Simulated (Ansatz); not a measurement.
# Ba3B2: the cost of one run

Program: Ansatz 0.2.0. Level of theory: DFT PBE, scalar-relativistic, plane waves, PAW. These are calculated values, not measurements.

## Step 1: The starting structure

The structure is cubic, space group Pm-3m (No. 221). The conventional cell has a = 4.256 Å, b = 4.256 Å, c = 4.256 Å, α = 90.00°, β = 90.00°, γ = 90.00°. Around Ba (site symmetry 4/mmm) lie 6 B at 2.13 to 3.01 Å and 8 Ba at 3.01 Å. B (site symmetry m-3m) is surrounded by 12 Ba at 3.01 Å. B (site symmetry m-3m) has 6 Ba at 2.13 Å as nearest neighbours.

As a file:

```
CELL_PARAMETERS angstrom
4.25581 0.00000 0.00000
0.00000 4.25581 0.00000
0.00000 0.00000 4.25581
ATOMIC_POSITIONS crystal
Ba 0.50000 0.00000 0.00000
Ba 0.00000 0.50000 0.00000
Ba 0.00000 0.00000 0.50000
B 0.50000 0.50000 0.50000
B 0.00000 0.00000 0.00000
```

A structure generator made this guess: random cell by space group and Wyckoff sites (Pm-3m, No. 221). Its size is a rough estimate.

## Step 2: Probe: one point on a coarse mesh

Contents of input.yaml:

```yaml
crystal:
  lattice:
    - [4.25581176, 0.0, 0.0]
    - [0.0, 4.25581176, 0.0]
    - [0.0, 0.0, 4.25581176]
  atoms:
    - { symbol: Ba, position: [0.5, 0.0, 0.0] }
    - { symbol: Ba, position: [0.0, 0.5, 0.0] }
    - { symbol: Ba, position: [0.0, 0.0, 0.5] }
    - { symbol: B, position: [0.5, 0.5, 0.5] }
    - { symbol: B, position: [0.0, 0.0, 0.0] }
basis:
  ecutwfc: 420
kpoints:
  mp_grid: { grid: [4, 4, 4] }
hamiltonian:
  xc: pbe
scf:
  occupations: { method: gaussian, width: 0.1 }
  lower_state_search: "off"
output:
  forces: true
  stress: true
  eigenvalues: true
```

Command:

```bash
$ ansatz run input.yaml --threads 1 --pin off --max-ram 2048MiB --backend cpu --events-out ev --progress --plain --runs-dir out
```

What time and memory should one allow on 1 thread of Intel Xeon Platinum 8259CL at 2.50GHz (Skylake/Cascade Lake), shared host?

About 1.7 s, with a peak of 0.38 GiB.
